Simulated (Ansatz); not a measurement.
Crystal: In3SbTe2.

```
Te Sb In
1.0
     4.42810    0.00000    0.00000
    -2.21405    3.83484    0.00000
     0.00000    0.00000   10.75645
Te Sb In
2 1 3
Direct
  0.66667 0.33333 0.32831
  0.33333 0.66667 0.67169
  0.00000 0.00000 0.00000
  0.66667 0.33333 0.84307
  0.33333 0.66667 0.15693
  0.00000 0.00000 0.50000
```

The cell comes from a database or a generator and needn't be the stable form of this composition.

Base run:

- Program: Ansatz 0.2.0
- Functional: PBEsol
- Potentials or basis: all-electron LAPW, scalar-relativistic
- Cutoff: 188 eV (chosen from the basis error)
- Basis error allowed: 0.002 eV/atom
- k mesh: 7 × 7 × 3
- Occupations: fermi-dirac, width 0.05 eV
- Spin: no spin polarisation

Its results: pressure -2.9 GPa; largest force 0.151 eV/Å.

Task: The run is repeated on the same cell with these changes: functional from PBEsol to PBE. What comes out?

Result: Pressure -0.3 GPa; largest force 0.145 eV/Å.

PBE binds less tightly than PBEsol, so the same cell stands under more pressure.
